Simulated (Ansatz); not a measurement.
**[BF4]− (tetrafluoroborate) at HSE06/aug-cc-pVDZ**

Aim: the vertical ionisation energy of [BF4]− (tetrafluoroborate) at HSE06/aug-cc-pVDZ, from 2 runs. 

The results are computed with Ansatz 0.2.0.

### Step 1. The structure to begin with

[BF4]− has 5 atoms, charge -1, and is taken as a singlet. SMILES: `F[B-](F)(F)F`. The coordinates come from a PBE0-D4/def2-TZVPD relaxation.

Bond lengths: F1–B2 1.406 Å, B2–F3 1.406 Å, B2–F4 1.406 Å, B2–F5 1.406 Å. Angles: F1–B2–F3 109.5°, F1–B2–F4 109.5°, F1–B2–F5 109.5°, F3–B2–F4 109.5°, F3–B2–F5 109.5°, F4–B2–F5 109.5°.

### Step 2. The energy at HSE06/aug-cc-pVDZ

The input, job.yaml:

```yaml
crystal:
  periodic: [false, false, false]
  atoms:
    - {symbol: F, position_ang: [-0.057100, -0.040200, 1.404000]}
    - {symbol: B, position_ang: [0.000000, 0.000000, 0.000100]}
    - {symbol: F, position_ang: [0.948900, -0.931000, -0.457200]}
    - {symbol: F, position_ang: [-1.262500, -0.319100, -0.529700]}
    - {symbol: F, position_ang: [0.370700, 1.290300, -0.417200]}
basis:
  gaussian:
    orbitals: aug-cc-pVDZ
total_charge: -1
hamiltonian:
  xc: {name: HSE06}
accuracy: high
output:
  orbitals: {seedname: orbitals}
```

Command:

```console
$ ansatz run job.yaml --threads 1 --pin off --max-ram 3480MiB --events-out events.jsonl --progress --plain --runs-dir runs
```

The program printed:

```text
Warning: RAYON_NUM_THREADS=1 ignored (pool sized by the plan → 1); use --threads N
Functional definition: HSE06
  name "HSE06"
  parameter a = 0.25
  parameter omega = 0.11/bohr
  exchange = pbe_x - a*pbe_x_sr(omega) + a*exact_x_sr(omega)
  correlation = pbe_c
2347 factors; integrals over basis functions are off by at most 2.7e-9 eV
113 factors; integrals over basis functions are off by at most 2.4e-9 eV
mean field evaluation 1: about -11541.3822 eV, gradient 1.6e1 eV
mean field evaluation 2: about -11541.1977 eV, gradient 2.0e1 eV
mean field evaluation 4: about -11541.7574 eV, gradient 3.2e-1 eV
mean field evaluation 8: about -11541.8697 eV, gradient 8.3e-3 eV
mean field evaluation 16: about -11541.8697 eV, gradient 1.1e-7 eV
mean field -11541.86966528 eV, -424.1558868386 hartree, gradient 4.5e-8 eV, S^2 0.000000; 0 other end points of the search recorded, 0 dependent functions left out
reference -11541.86966886 eV, -424.1558869702 hartree; 21, 21 occupied and 94, 94 virtual orbitals, 2347 factors
Total energy: -11541.86966886 eV, -424.1558869702 hartree
```

It took 4.8 s on 1 thread of AMD EPYC 9R45 (Zen 5), shared host; peak memory 0.44 GiB.

### Step 3. Doublet neutral BF4 at the same level

The input, molecule.yaml:

```yaml
crystal:
  periodic: [false, false, false]
  atoms:
    - symbol: F
      position_ang: [-0.057100, -0.040200, 1.404000]
    - symbol: B
      position_ang: [0.000000, 0.000000, 0.000100]
    - symbol: F
      position_ang: [0.948900, -0.931000, -0.457200]
    - symbol: F
      position_ang: [-1.262500, -0.319100, -0.529700]
    - symbol: F
      position_ang: [0.370700, 1.290300, -0.417200]
basis:
  gaussian:
    orbitals: aug-cc-pVDZ
magnetization:
  spin_polarized: true
  initial_magnetization: 1
hamiltonian:
  xc: hse06
accuracy: high
output: {orbitals: {seedname: orbitals}}
```

Command:

```console
$ ansatz run molecule.yaml --threads 1 --pin off --max-ram 3480MiB --events-out events.jsonl --progress --plain --runs-dir runs
```

The program printed, shortened:

```text
Warning: RAYON_NUM_THREADS=1 ignored (pool sized by the plan → 1); use --threads N
Functional definition: HSE06
  name "HSE06"
[...]
2347 factors; integrals over basis functions are off by at most 2.8e-9 eV
113 factors; integrals over basis functions are off by at most 2.4e-9 eV
[...]
mean field -11534.53912602 eV, -423.8864944898 hartree, gradient 3.7e-8 eV, S^2 0.755785; 6 other end points of the search recorded, 0 dependent functions left out
reference -11534.53913055 eV, -423.8864946564 hartree; 21, 20 occupied and 94, 95 virtual orbitals, 2347 factors
Total energy: -11534.53913055 eV, -423.8864946564 hartree
```

Run time: 19 s. Hardware: 1 thread of AMD EPYC 9R45 (Zen 5), shared host; peak memory 0.57 GiB.

### Step 4. Results

Level: HSE06/aug-cc-pVDZ.

```
                                                             quantity          value
                                         singlet [BF4]−: total energy  -424.15589 Eh
                                          singlet [BF4]−: HOMO energy       -4.34 eV
                                          singlet [BF4]−: LUMO energy        4.20 eV
singlet [BF4]−: HOMO–LUMO gap (to an unbound level, set by the basis)        8.54 eV
                                    doublet neutral BF4: total energy  -423.88649 Eh
              doublet neutral BF4: HOMO energy (highest over α and β)      -11.75 eV
               doublet neutral BF4: LUMO energy (lowest over α and β)      -10.38 eV
                                            doublet neutral BF4: ⟨S²⟩          0.756
                  vertical detachment energy (to the doublet neutral)       7.331 eV
```

What this shows: The vertical ionisation energy comes to 7.33 eV (169 kcal/mol). −ε(HOMO) before ionisation, 4.34 eV, is 3.00 eV below this ionisation energy.
